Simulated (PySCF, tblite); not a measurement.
**C6H9ClSi: geometry, infrared bands and NMR shifts**

Aim: predict the infrared bands and NMR shifts of C6H9ClSi (`C=C1C[Si@H]1C1(Cl)CC1`).

Programs: tblite 0.8.0 and PySCF 2.14.0, with density-fitted response routines of our own. Each step states its level of theory. These are calculated values for one molecule in the gas phase, unless marked as measured. Atoms count from 0, in the outputs and in this text.

## (1) The molecule as given

17 atoms, charge 0, multiplicity 1; geometry from: force field or distance geometry start.

Bonds of the start (Å): C0–C1 1.36, C1–C2 1.50, C2–Si3 1.88, Si3–C4 1.85, C4–Cl5 1.80, C4–C6 1.48, C6–C7 1.52, Si3–C1 1.82, C7–C4 1.52, C0–H8 1.08, C0–H9 1.10, C2–H10 1.11, C2–H11 1.10, Si3–H12 1.46, C6–H13 1.13, C6–H14 1.11, C7–H15 1.12, C7–H16 1.11.

## (2) Optimising the geometry with GFN2-xTB

Job settings and geometry (Å):

```
{"job": {"kind": "relax", "xc": "GFN2-xTB", "basis": "xTB"}, "charge": 0, "multiplicity": 1}
C      2.763900     0.349100     0.894700
C      1.837000     0.334700    -0.105700
C      1.541400    -0.091200    -1.509100
Si     0.154800     0.800600    -0.610900
C     -1.314700    -0.274100    -0.307300
Cl    -2.021200    -0.909000    -1.838200
C     -1.552100    -1.006600     0.953000
C     -2.397500     0.216000     0.633800
H      3.742500    -0.090200     0.745900
H      2.484300     0.815300     1.849400
H      1.928400     0.527200    -2.345400
H      1.443200    -1.183200    -1.641800
H     -0.056100     2.226800    -0.840800
H     -2.116800    -1.975200     0.838700
H     -0.819600    -0.935600     1.785600
H     -3.462900     0.026900     0.355200
H     -2.161400     1.180500     1.133200
```

Started as:

```sh
$ OMP_NUM_THREADS=1 python probes_run.py task.json out
```

This one command runs all jobs of the session in turn.

**Question.** This job is followed by: GFN2-xTB harmonic vibrations, gas phase; GIAO PBE0/pcSseg-1 NMR shielding, non-relativistic, gas phase. What will the session give for the following? strongest single infrared mode (GFN2-xTB); zero-point energy (GFN2-xTB); ¹³C shifts against TMS (PBE0/pcSseg-1); ¹H shifts against TMS (PBE0/pcSseg-1); ²⁹Si shifts against TMS (PBE0/pcSseg-1); ³⁵Cl shifts against HCl (PBE0/pcSseg-1).

As calculated:

| quantity | value |
| --- | --- |
| strongest single infrared mode (GFN2-xTB) | 2363 cm⁻¹, 253 km/mol |
| zero-point energy (GFN2-xTB) | 79.3 kcal/mol |
| ¹³C shifts against TMS (PBE0/pcSseg-1) | 148.9, 133.2, 33.1, 19.3, 14.3, 9.4 ppm |
| ¹H shifts against TMS (PBE0/pcSseg-1) | 6.54, 6.40, 4.28, 1.53, 1.27, 1.04, 0.91, 0.89, 0.67 ppm |
| ²⁹Si shifts against TMS (PBE0/pcSseg-1) | -96.8 ppm |
| ³⁵Cl shifts against HCl (PBE0/pcSseg-1) | 170 ppm |

Over 137 steps the energy fell by 0.615 eV; of the close pairs, C0–C1 changed most, 1.364 to 1.314 Å. No mode is imaginary among the 45: a minimum at this level. The strongest single mode, at 2363 cm⁻¹, moves mainly H12. GFN2-xTB is a fitted tight-binding method: band positions and strengths are rough. Its intensities can rank the bands wrongly. C1 (fully substituted alkene carbon) lies farthest downfield among carbon, at 148.9 ppm; an sp2 carbon of a C=C bond. At PBE0/pcSseg-1: Shielding is most anisotropic at Cl5 (span 536 ppm, paramagnetic term -366 ppm).
